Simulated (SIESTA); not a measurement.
Ti4O3:

```
Ti O
1.0
    -2.13449    2.13449    4.10608
     2.13449   -2.13449    4.10608
     2.13449    2.13449   -4.10608
Ti O
4 3
Direct
  0.72741 0.72741 0.00000
  0.50000 0.00000 0.50000
  0.27259 0.27259 0.00000
  0.00000 0.50000 0.50000
  0.25000 0.75000 0.50000
  0.00000 0.00000 0.00000
  0.75000 0.25000 0.50000
```

The cell comes from a database or a generator and needn't be the stable form of this composition.

* Program: SIESTA 5.4.2
* Task: single point
* Functional: PBEsol
* Potentials or basis: PseudoDojo 0.4 standard (PBEsol files)
* Basis: DZP (energy shift 0.003 Ry; two zetas on semicore shells)
* Grid cutoff: 800 Ry
* Energy shift: 0.003 Ry
* k mesh: 9 × 9 × 9
* Occupations: fermi-dirac, width 0.05 eV
* Spin: no spin polarisation

On this cell: pressure -3.9 GPa; largest force 0.449 eV/Å; band gap on the k mesh none (metal or under the smearing width).

The same run follows on a disturbed copy (atoms moved at random, drawn with an rms of 0.05 Å):

```
Ti O
1.0
    -2.13449    2.13449    4.10608
     2.13449   -2.13449    4.10608
     2.13449    2.13449   -4.10608
Ti O
4 3
Direct
  0.72883 0.72150 0.01004
  0.49706 0.00143 0.49518
  0.26967 0.27072 0.99938
  0.99448 0.50358 0.49243
  0.25754 0.75732 0.51680
  0.01218 0.00104 0.00361
  0.74965 0.24493 0.49657
```

Problem. What does the disturbed cell give?

Solution. The energy (extrapolated to zero smearing) moves by +13.5 meV/atom; pressure -3.3 GPa; largest force 1.047 eV/Å; band gap on the k mesh none (metal or under the smearing width).

Forces on the atoms (eV/Å):
```
Ti  -0.271 -0.153  1.000
Ti   0.040  0.349 -0.454
Ti   0.321 -0.021 -0.071
Ti  -0.092  0.388 -0.612
O   -0.374 -0.089  0.384
O    0.168 -0.317 -0.627
O    0.208 -0.155  0.380
```

Stress tensor (GPa, compression positive):
```
-3.83 -0.02  0.33
-0.02 -3.59 -0.22
 0.33 -0.22 -2.46
```

Caveats: the basis of atomic orbitals isn't converged, which shifts pressures, moduli and gaps; semilocal functionals often make such compounds metallic where correlation or magnetic order opens a gap, which also shifts bond lengths.
